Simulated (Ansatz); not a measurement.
# YCl₃: basis-set convergence

An exercise on one series of results from a longer session: the logs are not shown, and one member is left open.

Method: one geometry, several basis sets; program: Ansatz 0.2.0, Gaussian basis.

The runs, in order: PBE0-D4/def2-SVP; ωB97M-V/def2-SVP; PBE0-D4/def2-QZVPP; ωB97M-V/def2-QZVPP; the functionals' def2-TZVPP values are taken from earlier runs.

## The geometry

All runs share one geometry, relaxed beforehand with PBE0-D4 in a triple-zeta def2 set. Y takes the def2 core potential; no spin-orbit term is included.

SMILES `[Cl][Y]([Cl])[Cl]`, 4 atoms, charge 0, spin multiplicity 1.

Atoms are counted from 1 here; the program's logs count them from 0.

Bond lengths: Cl1–Y2 2.434 Å, Y2–Cl3 2.434 Å, Y2–Cl4 2.434 Å. Angles: Cl1–Y2–Cl3 120.0°, Cl1–Y2–Cl4 120.0°, Cl3–Y2–Cl4 120.0°.

The first run:

File in.yaml:

```yaml
crystal:
  periodic: [false, false, false]
  atoms:
    - {symbol: Cl, position_ang: [-1.744804, -0.674335, 1.543306]}
    - {symbol: Y, position_ang: [0.013719, -0.015064, -0.004859]}
    - {symbol: Cl, position_ang: [2.281342, -0.843519, 0.304115]}
    - {symbol: Cl, position_ang: [-0.494757, 1.472618, -1.862862]}
basis:
  gaussian: {orbitals: def2-SVP}
hamiltonian: {xc: pbe0, dispersion: d4}
output: {orbitals: {seedname: orbitals}}
```

On the command line:

```console
$ ansatz run in.yaml --threads 4 --pin off --events-out ev --progress --plain --max-ram 10444MiB
```

Steps of the session up to this table: PBE0-D4 in def2-SVP; ωB97M-V in def2-SVP; PBE0-D4 in def2-QZVPP; ωB97M-V in def2-QZVPP.

One of the session's tables, all rows but one given; the rest of the session is left out.

It belongs to the step «Density functionals: the series». 

| functional | basis | HOMO (eV) | LUMO (eV) |
| --- | --- | --- | --- |
| PBE0-D4 | def2-SVP | -9.05 | -2.90 |
| PBE0-D4 | def2-TZVPP | ? | ? |
| PBE0-D4 | def2-QZVPP | -9.14 | -2.85 |
| ωB97M-V | def2-SVP | -11.23 | -1.34 |
| ωB97M-V | def2-TZVPP | -11.36 | -1.36 |
| ωB97M-V | def2-QZVPP | -11.39 | -1.36 |

Q: Estimate the row for PBE0-D4, def2-TZVPP from the others.

**Answer.** HOMO (eV): -9.12; LUMO (eV): -2.86. In the column «HOMO (eV)» it lies between PBE0-D4, def2-QZVPP (-9.14) and PBE0-D4, def2-SVP (-9.05).
